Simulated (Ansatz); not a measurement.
# Cl₂H₂O₂Si: search for a transition state, part 2 of 2

Ansatz 0.2.0, Gaussian basis; PBE0-D4. Earlier steps stand in the parts before.

## (6) Vibrations at the point found

File vib/in.yaml:

```yaml
crystal:
  periodic: [false, false, false]
  atoms:
    - {symbol: Si, position_ang: [0.323148, 0.131746, 0.575426]}
    - {symbol: O, position_ang: [-0.360021, 0.043963, -1.123090]}
    - {symbol: O, position_ang: [1.245615, -1.047174, 0.180689]}
    - {symbol: H, position_ang: [0.352440, -0.773252, -1.036535]}
    - {symbol: Cl, position_ang: [0.998359, 2.015288, 0.835307]}
    - {symbol: Cl, position_ang: [-1.287204, -0.114333, 1.791588]}
    - {symbol: H, position_ang: [-1.272337, -0.256139, -1.223485]}
basis:
  gaussian: {orbitals: def2-TZVP}
hamiltonian: {xc: pbe0, dispersion: d4}
phonons: {temperatures: {t_min: 298.15, t_max: 900, t_step: 200}}
```

On the command line:

```sh
$ ansatz run in.yaml --threads 4 --pin off --events-out ev --progress --plain --max-ram 9574MiB
```

The log of the run (excerpt; [...] marks lines left out):

```text
Functional definition: PBE0
  name "PBE0"
  cite "Adamo & Barone, J. Chem. Phys. 110, 6158 (1999) doi:10.1063/1.478522"
  cite "Perdew, Burke & Ernzerhof, Phys. Rev. Lett. 77, 3865 (1996) doi:10.1103/PhysRevLett.77.3865"
  parent pbe
[...]
1194 factors; their error is unknown
[...]
mean field -37040.25694704 eV, -1361.2043360158 hartree, gradient 2.8e-5 eV, S^2 0.000000; 0 other end points of the search recorded, 0 dependent functions left out
[...]
reference -37040.25697347 eV, -1361.2043369871 hartree; 33, 33 occupied and 152, 152 virtual orbitals, 1194 factors
[... from here to the last solve, the lines of the solves are left out (41 solves) ...]
1194 factors; their error is unknown
mean field -37040.25695336 eV, -1361.2043362482 hartree, gradient 1.8e-6 eV, S^2 0.000000; 0 other end points of the search recorded, 0 dependent functions left out
[...]
reference -37040.25697980 eV, -1361.2043372196 hartree; 33, 33 occupied and 152, 152 virtual orbitals, 1194 factors
WARN: phonons: modes at or below zero, which the zero-point energy, F, S and C_V leave out: 1, the lowest at -762.92 cm⁻¹. A minimum has none, and a first-order saddle one
Total energy: -37040.43432139 eV, -1361.2108544031 hartree
Atom 0 at     0.323148     0.131746     0.575426 Å, force     0.002160    -0.003048    -0.003268 eV/Å
Atom 1 at    -0.360021     0.043963    -1.123090 Å, force     0.006784     0.009506     0.003936 eV/Å
Atom 2 at     1.245615    -1.047174     0.180689 Å, force    -0.000719     0.002370     0.000571 eV/Å
Atom 3 at     0.352440    -0.773252    -1.036535 Å, force    -0.003182    -0.004556    -0.000843 eV/Å
Atom 4 at     0.998359     2.015288     0.835307 Å, force     0.000901     0.002017     0.001106 eV/Å
Atom 5 at    -1.287204    -0.114333     1.791588 Å, force    -0.001289     0.000186     0.001772 eV/Å
Atom 6 at    -1.272337    -0.256139    -1.223485 Å, force    -0.004654    -0.006475    -0.003274 eV/Å
Dipole moment:    -0.688996     0.147580    -0.374667 e Å
Vibrations: -762.92 164.50 185.01 257.36 269.48 431.19 484.58 548.68 598.67 785.84 842.30 1181.94 1379.23 2319.31 3820.81 cm⁻¹, zero-point energy 0.822568 eV
```

Run time: 97 s. Hardware: 4 threads of Arm Neoverse V1, shared host.

Wavenumbers and character of the modes:

```
mode  wavenumber (cm⁻¹)                character
   1               763i     changes O2–H4, O3–H4
   2                164                     bend
   3                185                     bend
   4                257        bend with torsion
   5                269                     bend
   6                431  Si–Cl stretch with bend
   7                485                  torsion
   8                549  Si–Cl stretch with bend
   9                599            Si–Cl stretch
  10                786        bend with torsion
  11                842   bend with Si–O stretch
  12               1182             Si–O stretch
  13               1379                     bend
  14               2319    O–H stretch with bend
  15               3821              O–H stretch
```

Vibrational sums (real modes only):

```
T (K)  entropy (J/mol/K)  heat capacity (J/mol/K)
  298               46.3                     57.2
  498               80.9                     77.0
  698              108.7                     87.6
  898              131.6                     94.2
```

## (7) Relaxing after a step of 0.30 Å one way along the mode

File downa/in.yaml:

```yaml
crystal:
  periodic: [false, false, false]
  atoms:
    - {symbol: Si, position_ang: [0.413426, 0.092232, 0.666088]}
    - {symbol: O, position_ang: [-0.317134, -0.004401, -1.143736]}
    - {symbol: O, position_ang: [1.323984, -1.060385, 0.338200]}
    - {symbol: H, position_ang: [0.143255, -0.683544, -1.231967]}
    - {symbol: Cl, position_ang: [0.978559, 2.034124, 0.821792]}
    - {symbol: Cl, position_ang: [-1.294646, -0.110563, 1.775316]}
    - {symbol: H, position_ang: [-1.247443, -0.267364, -1.225793]}
basis:
  gaussian: {orbitals: def2-TZVP}
hamiltonian: {xc: pbe0, dispersion: d4}
relax: {f_tol: 0.005, max_steps: 200}
```

On the command line:

```sh
$ ansatz run in.yaml --threads 4 --pin off --events-out ev --progress --plain --max-ram 9574MiB
```

The log of the run (excerpt; [...] marks lines left out):

```text
[... 5 set-up lines as earlier in the session ...]
[...]
1194 factors; their error is unknown
[...]
mean field -37039.46448148 eV, -1361.1752134437 hartree, gradient 5.3e-5 eV, S^2 0.000000; 0 other end points of the search recorded, 0 dependent functions left out
[...]
reference -37039.46450823 eV, -1361.1752144268 hartree; 33, 33 occupied and 152, 152 virtual orbitals, 1194 factors
relax step   1: F+E_penalty+E_count = -37039.65156328 eV  Δ(F+E_penalty+E_count) = +0.000e0 eV  max|allowed force component| = 1.019e1 eV/Å  Δτ_max = 0.0000 Å  (28 SCF iters, accepted)
[...]
reference -37040.36879709 eV, -1361.2084464292 hartree; 33, 33 occupied and 152, 152 virtual orbitals, 1194 factors
Total energy: -37040.55712765 eV, -1361.2153674496 hartree
Atom 0 at     0.434727     0.064500     0.656813 Å, force     0.003520    -0.000103     0.003958 eV/Å
Atom 1 at    -0.331694     0.015331    -1.090286 Å, force    -0.004866    -0.001355    -0.003747 eV/Å
Atom 2 at     1.439356    -1.062765     0.497028 Å, force     0.000537     0.000037    -0.000343 eV/Å
Atom 3 at     0.127148    -0.777644    -1.422142 Å, force     0.002273    -0.000355     0.001129 eV/Å
Atom 4 at     0.935106     2.027519     0.774589 Å, force    -0.000291    -0.000334    -0.000197 eV/Å
Atom 5 at    -1.316657    -0.138813     1.703360 Å, force    -0.000794     0.000031    -0.001224 eV/Å
Atom 6 at    -1.287984    -0.128031    -1.119462 Å, force    -0.000377     0.002079     0.000423 eV/Å
Dipole moment:    -0.839914     0.116167    -0.767416 e Å
```

It took 30 s on 4 threads of Arm Neoverse V1, shared host.

Relaxation path:

```
step  energy from step 1 (eV)  largest force component (eV/Å)
   1                   0.0000                         10.1948
   2                  -0.8657                          0.8910
   3                  -0.8920                          0.3804
   4                  -0.9023                          0.2332
   5                  -0.9044                          0.1082
   6                  -0.9049                          0.0693
   7                  -0.9055                          0.0425
   8                  -0.9055                          0.0119
   9                  -0.9055                          0.0049
```

Distances of close pairs at the start and the end, largest changes first:

```
   bond  before (Å)  after (Å)  change (Å)
  O2–H4       0.825      0.974      +0.149
 Si1–O2       1.954      1.908      -0.046
 Si1–O3       1.505      1.518      +0.013
Si1–Cl6       2.047      2.050      +0.004
  O2–H7       0.970      0.967      -0.003
Si1–Cl5       2.028      2.029      +0.001
```

## (8) Relaxing after a step of 0.30 Å the other way along the mode

File downb/in.yaml:

```yaml
crystal:
  periodic: [false, false, false]
  atoms:
    - {symbol: Si, position_ang: [0.232871, 0.171261, 0.484763]}
    - {symbol: O, position_ang: [-0.402908, 0.092327, -1.102444]}
    - {symbol: O, position_ang: [1.167245, -1.033964, 0.023177]}
    - {symbol: H, position_ang: [0.561625, -0.862959, -0.841102]}
    - {symbol: Cl, position_ang: [1.018159, 1.996452, 0.848821]}
    - {symbol: Cl, position_ang: [-1.279761, -0.118103, 1.807860]}
    - {symbol: H, position_ang: [-1.297231, -0.244914, -1.221177]}
basis:
  gaussian: {orbitals: def2-TZVP}
hamiltonian: {xc: pbe0, dispersion: d4}
relax: {f_tol: 0.005, max_steps: 200}
```

On the command line:

```sh
$ ansatz run in.yaml --threads 4 --pin off --events-out ev --progress --plain --max-ram 9574MiB
```

The log of the run (excerpt; [...] marks lines left out):

```text
[... 5 set-up lines as earlier in the session ...]
[...]
1194 factors; their error is unknown
[...]
mean field -37040.91008346 eV, -1361.2283383365 hartree, gradient 1.8e-5 eV, S^2 0.000000; 0 other end points of the search recorded, 0 dependent functions left out
[...]
reference -37040.91010962 eV, -1361.2283392978 hartree; 33, 33 occupied and 152, 152 virtual orbitals, 1194 factors
relax step   1: F+E_penalty+E_count = -37041.08600826 eV  Δ(F+E_penalty+E_count) = +0.000e0 eV  max|allowed force component| = 1.922e0 eV/Å  Δτ_max = 0.0000 Å  (29 SCF iters, accepted)
[...]
reference -37042.52268051 eV, -1361.2876001852 hartree; 33, 33 occupied and 152, 152 virtual orbitals, 1194 factors
Total energy: -37042.70890041 eV, -1361.2944436400 hartree
Atom 0 at     0.096140     0.169720     0.207714 Å, force     0.000248     0.000176    -0.000099 eV/Å
Atom 1 at    -0.759955     0.190694    -1.169655 Å, force     0.000066     0.000163     0.000854 eV/Å
Atom 2 at     1.376334    -0.796214     0.016908 Å, force    -0.001597     0.000668    -0.000149 eV/Å
Atom 3 at     1.221984    -1.679306    -0.324589 Å, force     0.001062    -0.000944    -0.000037 eV/Å
Atom 4 at     0.817043     1.999277     0.693986 Å, force     0.000139     0.000088    -0.000168 eV/Å
Atom 5 at    -1.113045    -0.458248     1.730779 Å, force     0.000040    -0.000295     0.000204 eV/Å
Atom 6 at    -1.638502     0.574178    -1.155245 Å, force     0.000042     0.000143    -0.000604 eV/Å
Dipole moment:    -0.299886    -0.212003    -0.221062 e Å
```

Run time: 67 s. Hardware: 4 threads of Arm Neoverse V1, shared host.

The steps of the relaxation: (the energy doesn't fall at every step)

```
step  energy from step 1 (eV)  largest force component (eV/Å)
   1                   0.0000                          1.9218
   2                  -0.3272                          2.1002
   3                  -0.8070                          2.6441
   4                  -1.2078                          1.4706
   5                  -1.4405                          0.9947
   6                  -1.5319                          0.9336
   7                  -1.5668                          0.6685
   8                  -1.5854                          0.2524
   9                  -1.6047                          0.2790
  10                  -1.6063                          0.5575
  11                  -1.6065                          0.6998
  12                  -1.6206                          0.0278
  13                  -1.6215                          0.0226
  14                  -1.6100                          0.5279
  15                  -1.6219                          0.0163
  16                  -1.6185                          0.5995
  17                  -1.6227                          0.0073
  18                  -1.6199                          0.3415
  19                  -1.6228                          0.0030
  20                  -1.6229                          0.0273
  21                  -1.6229                          0.0077
  22                  -1.6229                          0.0026
  23                  -1.6229                          0.0016
```

Close pairs (by a distance rule), those that changed most:

```
   bond  before (Å)  after (Å)  change (Å)
 Si1–H4       1.713      2.229      +0.516
  O3–H4       1.069      0.959      -0.110
 Si1–O2       1.712      1.622      -0.090
 Si1–O3       1.593      1.615      +0.022
Si1–Cl6       2.030      2.044      +0.013
Si1–Cl5       2.020      2.026      +0.006
  O2–H7       0.963      0.959      -0.004
```

## (9) The three structures

```
  pair  start side (Å)  saddle (Å)  end side (Å)
 O2–H4           2.853       1.088         0.974
Si1–O2           1.622       1.833         1.908
 O3–H4           0.959       1.534         2.342
```

## (10) Results

What follows sums up all 2 parts.

```
                       quantity                                        value
                 imaginary mode                                    763i cm⁻¹
    barrier from the start side                                 219.5 kJ/mol
      barrier from the end side                                  11.8 kJ/mol
             energy of the step                                +207.6 kJ/mol
              pairs that change  O2–H4 formed, Si1–O2 loosened, O3–H4 broken
zero-point energy at the saddle                                     0.823 eV
```

**Reading.** One imaginary mode, 763i cm⁻¹, makes this a first-order saddle. It joins the planned start and end. A bond meant to break is only loosened at the end: the products stay bound as an adduct. At PBE0-D4/def2-TZVP the electronic barrier is 219.5 kJ/mol, about 89 kT at 298 K, and the step runs 207.6 kJ/mol uphill. A step off the saddle overshot and began above it in energy, so the link to its end is likely but not proven.
